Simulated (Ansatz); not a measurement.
Crystal: VW2C3.

```
CELL_PARAMETERS angstrom
-1.52449 2.16193 4.58503
1.52449 -2.16193 4.58503
1.52449 2.16193 -4.58503
ATOMIC_POSITIONS crystal
W 0.83402 0.33402 0.50000
W 0.16598 0.66598 0.50000
V 0.50000 0.00000 0.50000
C 0.33904 0.33904 0.00000
C 0.66096 0.66096 0.00000
C 0.00000 0.00000 0.00000
```

The cell comes from a database or a generator and needn't be the stable form of this composition.

Base run:

```yaml
Program: Ansatz 0.2.0
Functional: LDA
Potentials_or_basis: Ansatz PAW
Cutoff: 420 eV
Density_cutoff: 1680 eV
k_mesh: 11 × 11 × 11
Occupations: fermi-dirac, width 0.05 eV
Spin: collinear spin, ferromagnetic start
Starting_moments: "[0.0, 0.0, 2.0, 0.0, 0.0, 0.0] μB"
```

Its results: band gap on the k mesh none (metal or under the smearing width); pressure -16.2 GPa; net moment 0.00 μB per cell; largest force 0.062 eV/Å.

**Question.** The run is repeated on the same cell with these changes: functional from LDA to PBEsol. What comes out?

**Answer.** Band gap on the k mesh none (metal or under the smearing width); pressure -10.0 GPa; net moment 0.00 μB per cell; largest force 0.057 eV/Å.

PBEsol binds less tightly than LDA, so the same cell stands under more pressure.

Caveats: the PAW data sets come from PBE, with cores solved anew for the run's functional, which leaves a small shift of forces and pressure.

Not every run made on this cell is shown here.
